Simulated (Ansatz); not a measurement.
# LuB2Os3: a short molecular-dynamics run

What does LuB2Os3 do over 60 steps of 1 fs under a Nosé-Hoover thermostat at 900 K? The cell is a randomly packed cell of 12 atoms, taken as it stands, without a relaxation.

All numbers below are computed with Ansatz 0.2.0 (DFT PBE, plane waves, PAW, scalar-relativistic, no spin polarisation).

## (1) The structure to begin with

The cell holds 12 atoms (B4Lu2Os6): a = 5.488 Å, b = 4.556 Å, c = 6.805 Å, α = 86.52°, β = 89.19°, γ = 77.06°.

As a file:

```cif
data_structure
_symmetry_space_group_name_H-M 'P 1'
_symmetry_Int_Tables_number 1
_cell_length_a 5.4880
_cell_length_b 4.5559
_cell_length_c 6.8047
_cell_angle_alpha 86.520
_cell_angle_beta 89.190
_cell_angle_gamma 77.056
_cell_volume 165.51
loop_
_atom_site_label
_atom_site_type_symbol
_atom_site_fract_x
_atom_site_fract_y
_atom_site_fract_z
_atom_site_occupancy
B1 B 0.05955 0.65896 0.13643 1
B2 B 0.07225 0.75495 0.38405 1
B3 B 0.10997 0.41310 0.94184 1
B4 B 0.89835 0.99863 0.71226 1
Os1 Os 0.95176 0.45018 0.65358 1
Os2 Os 0.78593 0.14762 0.41380 1
Os3 Os 0.48712 0.32960 0.85866 1
Os4 Os 0.88992 0.09436 0.01850 1
Os5 Os 0.41855 0.53550 0.51248 1
Os6 Os 0.57241 0.81991 0.75848 1
Lu1 Lu 0.25396 0.16905 0.27019 1
Lu2 Lu 0.62959 0.63412 0.15225 1
```

## (2) The run

input.yaml

```yaml
crystal:
  lattice:
    - [5.451334, -0.031164, -0.632851]
    - [1.105261, 4.396338, 0.454675]
    - [0.875454, -0.488192, 6.730502]
  atoms:
    - { symbol: B, position: [0.059551, 0.658964, 0.13643] }
    - { symbol: B, position: [0.072251, 0.754952, 0.384053] }
    - { symbol: B, position: [0.109973, 0.413101, 0.941843] }
    - { symbol: B, position: [0.898346, 0.99863, 0.712261] }
    - { symbol: Os, position: [0.951763, 0.450177, 0.653584] }
    - { symbol: Os, position: [0.785926, 0.147624, 0.413798] }
    - { symbol: Os, position: [0.487117, 0.329597, 0.858663] }
    - { symbol: Os, position: [0.889916, 0.094357, 0.0185] }
    - { symbol: Os, position: [0.418546, 0.535498, 0.512479] }
    - { symbol: Os, position: [0.572408, 0.819908, 0.758482] }
    - { symbol: Lu, position: [0.253962, 0.169049, 0.270191] }
    - { symbol: Lu, position: [0.629592, 0.634122, 0.152248] }
kpoints:
  mp_grid: { grid: [3, 3, 2] }
magnetization:
  spin_polarized: false
scf:
  occupations: { method: cold, width: 0.15 }
hamiltonian:
  pseudopotentials: { kind: paw }
  xc: pbe
basis:
  ecutwfc: 420
md:
  timestep: 1.0
  n_steps: 60
  ensemble: nvt_nose_hoover
  temperature: 900.0
  initial_velocities: maxwell_boltzmann
  seed: 275338
```

Run with:

```
$ ansatz run input.yaml --threads 2 --pin off --max-ram 2560MiB --backend cpu --events-out ev --progress --plain --runs-dir out
```

Q: Predict the outcome of this session. Wanted: temperature, first and last step; temperature, second half; potential energy, second half; largest change of the conserved energy; mean square displacement, second half.

As calculated:

| quantity | value |
| --- | --- |
| length | 60 steps of 1 fs |
| temperature, first and last step | 900 and 1872 K |
| temperature, second half | mean 1623 K, from 1472 to 1872 K |
| potential energy, second half | -95 meV/atom from the start |
| largest change of the conserved energy | 0.07 meV/atom |
| mean square displacement, second half | B 0.250, Lu 0.035, Os 0.021 Å² |

**Reading.** Against a set 900 K the second half averages 1623 K, going from 1472 to 1872 K over that half; the potential energy of that half lies 95 meV/atom under the start, so the atoms have moved to lower-lying arrangements, and the energy set free heats the cell. The conserved energy strays from its start by at most 0.07 meV/atom, under 0.1 % of the mean kinetic energy, so a step of 1 fs is short enough over this time. Over the second half B atoms stand 0.5 Å (root mean square) from where they began, and the farthest move is 0.7 Å. 60 fs on 12 atoms is far too short and small for converged averages. The k-mesh is coarse.
